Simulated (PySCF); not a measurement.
# C₄H₉BrSi₂: electronic excitations

Aim: predict the electronic excitations of C₄H₉BrSi₂ (`CC#C[C@@H](Br)[SiH2][SiH3]`).

The runs use PySCF 2.14.0, with density-fitted response routines of our own; the level of theory stands in each step. All values are computed, except where a source is named. Atoms count from 0, in the outputs and in this text.

## Step 1: The molecule as given

16 atoms, charge 0, multiplicity 1; geometry from: GFN2-xTB.

Bonds of the start (Å): C0–C1 1.44, C1–C2 1.20, C2–C3 1.43, C3–Br4 2.01, C3–Si5 1.93, Si5–Si6 2.31, C0–H7 1.09, C0–H8 1.09, C0–H9 1.09, C3–H10 1.09, Si5–H11 1.47, Si5–H12 1.47, Si6–H13 1.47, Si6–H14 1.46, Si6–H15 1.46.

## Step 2: Ultraviolet spectrum: CAM-B3LYP/def2-SVPD

The job: settings as JSON, then the geometry in Å.

```
{"job": {"kind": "uv", "xc": "CAM-B3LYP", "basis": "def2-SVPD", "nstates": 8, "ntriplets": 3}, "charge": 0, "multiplicity": 1}
C      3.783491     0.266287     0.045044
C      2.366733     0.522794    -0.073711
C      1.189293     0.751185    -0.133955
C     -0.215664     0.963156    -0.268021
Br    -0.672264     1.292105    -2.193886
Si    -1.253771    -0.565608     0.292098
Si    -3.511169    -0.060954     0.205113
H      4.233421     0.960263     0.754901
H      4.261441     0.395676    -0.925692
H      3.952074    -0.754359     0.388435
H     -0.518761     1.884070     0.231839
H     -0.722816    -0.860644     1.633154
H     -0.794894    -1.650620    -0.582576
H     -3.998357     0.288801     1.543548
H     -4.278378    -1.219910    -0.251802
H     -3.827978     1.064185    -0.675901
```

Method: TDDFT CAM-B3LYP/def2-SVPD, vertical, gas phase, core orbitals frozen in the response.

Run with:

```bash
OMP_NUM_THREADS=1 python probes_run.py task.json out
```

The driver reads the jobs from task.json and runs them one after another.

Predict these results of the whole session: lowest singlet (CAM-B3LYP/def2-SVPD); brightest single state of those computed; lowest triplet; surface potential, 1st and 99th percentile.

The runs gave:

```
                                quantity                        value
    lowest singlet (CAM-B3LYP/def2-SVPD)  4.88 eV (254 nm), f = 0.005
brightest single state of those computed  state 4, 5.92 eV, f = 0.066
                          lowest triplet                      4.40 eV
   surface potential, 1st and 99th percentile           -0.77 V and 1.35 V
```

In words: The first singlet state (HOMO→LUMO 0.77, HOMO−1→LUMO 0.10) lies at 4.88 eV and is weak; of the 8 states computed, the strongest absorption comes from state 4 at 5.92 eV. The lowest triplet lies 0.48 eV below the lowest singlet (triplets in Tamm-Dancoff, singlets in full TDDFT).
